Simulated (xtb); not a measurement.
# CH5FSSiZn (SMILES C[SiH2][S][Zn][F]): GFN1-xTB

Aim: the vertical ionisation energy of CH5FSSiZn at GFN1-xTB, from 2 runs. 

The calculation is run with xtb 6.7.1.

20 further runs of the same task are left out: 20 set aside as unsound or not needed.

### 1 The structure to begin with

CH5FSSiZn: 10 atoms, total charge 0, spin state singlet. As SMILES, `C[SiH2][S][Zn][F]`. The shape comes from GFN2-xTB, which is rough for such elements, and wasn't checked as a minimum. This is one conformer, not always the lowest.

Bond lengths: C1–Si2 1.895 Å, Si2–S3 2.177 Å, S3–Zn4 2.202 Å, Zn4–F5 1.734 Å, C1–H6 1.091 Å, C1–H7 1.089 Å, C1–H8 1.086 Å, Si2–H9 1.461 Å, Si2–H10 1.458 Å. Some angles: C1–Si2–S3 108.4°, Si2–S3–Zn4 93.3°, S3–Zn4–F5 126.6°, C1–Si2–H9 113.8°, C1–Si2–H10 113.7°, S3–Si2–H9 108.1°, S3–Si2–H10 99.0°, Si2–C1–H6 110.9°, Si2–C1–H7 111.3°, Si2–C1–H8 111.0°.

### 2 Energy and forces at GFN1-xTB

The input, detailed.inp:

```
$chrg 0
$spin 0
$end
```

The input, input.xyz:

```xyz
10

C     -1.128120     0.029090     0.580060
Si     0.272270    -1.034270    -0.127140
S      2.171700    -0.174390     0.499830
Zn     1.728950     1.781930    -0.407990
F      0.548050     2.107280    -1.635670
H     -1.142300     1.014790     0.113650
H     -1.018000     0.165840     1.655150
H     -2.095660    -0.432090     0.402750
H      0.270290    -1.116290    -1.585980
H      0.392830    -2.341890     0.505340
```

Command:

```sh
$ xtb input.xyz --input detailed.inp --gfn 1 --grad -P 1 > xtb.out
```

The log of the run:

```text
* xtb version 6.7.1
[...]
          :  # basis functions                  42          :
[...]
          :  # electrons                        28          :
[...]
          :  Hamiltonian                  GFN1-xTB          :
[...]
          :  net charge                          0          :
          :  unpaired electrons                  0          :
[...]
   *** convergence criteria satisfied after 11 iterations ***
[...]
         ::                     SUMMARY                     ::
         :::::::::::::::::::::::::::::::::::::::::::::::::::::
         :: total energy             -16.384640754070 Eh    ::
         :: gradient norm              0.049421656002 Eh/a0 ::
         :: HOMO-LUMO gap              3.173450509208 eV    ::
         ::.................................................::
         :: SCC energy               -16.477245638649 Eh    ::
         :: -> electrostatic           0.058224260879 Eh    ::
         :: repulsion energy           0.096834622053 Eh    ::
         :: dispersion energy         -0.004229737474 Eh    ::
         :: halogen bond corr.         0.000000000000 Eh    ::
         :: add. restraining           0.000000000000 Eh    ::
         :: total charge               0.000000000000 e     ::
         :::::::::::::::::::::::::::::::::::::::::::::::::::::
[...]
        14        2.0000           -0.4184379             -11.3863 (HOMO)
        15                         -0.3018158              -8.2128 (LUMO)
[...]
     #   Z sym  total        # sym  WBO       # sym  WBO       # sym  WBO
 ---------------------------------------------------------------------------
     1   6 C    3.953 --     2 Si   1.051     8 H    0.944     7 H    0.938
                             6 H    0.920
     2  14 Si   4.455 --     3 S    1.252     1 C    1.051    10 H    0.924
                             9 H    0.912     4 Zn   0.143
     3  16 S    2.459 --     2 Si   1.252     4 Zn   0.989     5 F    0.148
     4  30 Zn   1.937 --     3 S    0.989     5 F    0.735     2 Si   0.143
     5   9 F    0.929 --     4 Zn   0.735     3 S    0.148
     6   1 H    1.001 --     1 C    0.920
     7   1 H    1.001 --     1 C    0.938
     8   1 H    0.998 --     1 C    0.944
     9   1 H    0.993 --     2 Si   0.912
    10   1 H    0.992 --     2 Si   0.924
 ---------------------------------------------------------------------------
[...]
          | TOTAL ENERGY              -16.384640754070 Eh   |
          | GRADIENT NORM               0.049421656002 Eh/α |
          | HOMO-LUMO GAP               3.173450509208 eV   |
           -------------------------------------------------
[...]
```

Standard error:

```text
normal termination of xtb
```

It took 0.051 s on 1 thread of Intel Xeon Platinum 8259CL at 2.50GHz (Skylake/Cascade Lake), shared host.

### 3 The doublet cation at the same level

The input, .CHRG:

```
1
```

The input, .UHF:

```
1
```

The input, mol.xyz:

```xyz
10

C     -1.12812000     0.02909000     0.58006000
Si     0.27227000    -1.03427000    -0.12714000
S      2.17170000    -0.17439000     0.49983000
Zn     1.72895000     1.78193000    -0.40799000
F      0.54805000     2.10728000    -1.63567000
H     -1.14230000     1.01479000     0.11365000
H     -1.01800000     0.16584000     1.65515000
H     -2.09566000    -0.43209000     0.40275000
H      0.27029000    -1.11629000    -1.58598000
H      0.39283000    -2.34189000     0.50534000
```

Command:

```sh
$ xtb mol.xyz --gfn1 --grad > run.log 2> xtb.err
```

The log of the run, shortened:

```text
* xtb version 6.7.1
[...]
[WARNING] Please study the warnings concerning your input carefully
-1- prog_main_parseArguments: The use of '--gfn1' is discouraged, please use '--gfn 1' next time
########################################################################
[...]
          :  # basis functions                  42          :
[...]
          :  # electrons                        27          :
[...]
          :  Hamiltonian                  GFN1-xTB          :
[...]
          :  net charge                          1          :
          :  unpaired electrons                  1          :
[...]
   *** convergence criteria satisfied after 22 iterations ***
[...]
         ::                     SUMMARY                     ::
         :::::::::::::::::::::::::::::::::::::::::::::::::::::
         :: total energy             -15.860722810580 Eh    ::
         :: gradient norm              0.042735122283 Eh/a0 ::
         :: HOMO-LUMO gap              3.443661433816 eV    ::
         ::.................................................::
         :: SCC energy               -15.953327695160 Eh    ::
         :: -> electrostatic           0.125941358109 Eh    ::
         :: repulsion energy           0.096834622053 Eh    ::
         :: dispersion energy         -0.004229737474 Eh    ::
         :: halogen bond corr.         0.000000000000 Eh    ::
         :: add. restraining           0.000000000000 Eh    ::
         :: total charge               1.000000000000 e     ::
         :::::::::::::::::::::::::::::::::::::::::::::::::::::
[...]
        14        1.2125           -0.6269184             -17.0593 (HOMO)
        15                         -0.5003661             -13.6157 (LUMO)
[...]
          | TOTAL ENERGY              -15.860722810580 Eh   |
          | GRADIENT NORM               0.042735122283 Eh/α |
          | HOMO-LUMO GAP               3.443661433816 eV   |
           -------------------------------------------------
[...]
```

Standard error:

```text
normal termination of xtb
```

Wall time 0.056 s (1 thread of Intel Xeon Platinum 8259CL at 2.50GHz (Skylake/Cascade Lake), shared host).

### 4 Summary of results

At GFN1-xTB:

| quantity | value |
| --- | --- |
| singlet CH5FSSiZn: total energy | -16.38464 Eh |
| singlet CH5FSSiZn: dipole moment | 2.43 D |
| singlet CH5FSSiZn: HOMO energy | -11.39 eV |
| singlet CH5FSSiZn: LUMO energy | -8.21 eV |
| singlet CH5FSSiZn: HOMO–LUMO gap | 3.17 eV |
| singlet CH5FSSiZn: dispersion energy | -11.11 kJ/mol |
| singlet CH5FSSiZn: largest force on an atom | 1.928 eV/Å |
| doublet cation: total energy | -15.86072 Eh |
| doublet cation: HOMO energy (partly filled) | -17.06 eV |
| doublet cation: LUMO energy | -13.62 eV |
| doublet cation: dispersion energy | -11.11 kJ/mol |
| doublet cation: largest force on an atom | 1.564 eV/Å |
| vertical ionisation energy (to the doublet cation) | 14.257 eV |

**Reading.** The vertical ionisation energy comes to 14.26 eV (329 kcal/mol). The largest force (singlet CH5FSSiZn) is 1.93 eV/Å: the shape isn't a stationary point for this species at this level. xTB total energies overstate such differences by several eV unless an empirical shift is taken off; none is applied here. Mulliken charges (doublet cation) run from -0.37 on F5 to +0.73 on Zn4.
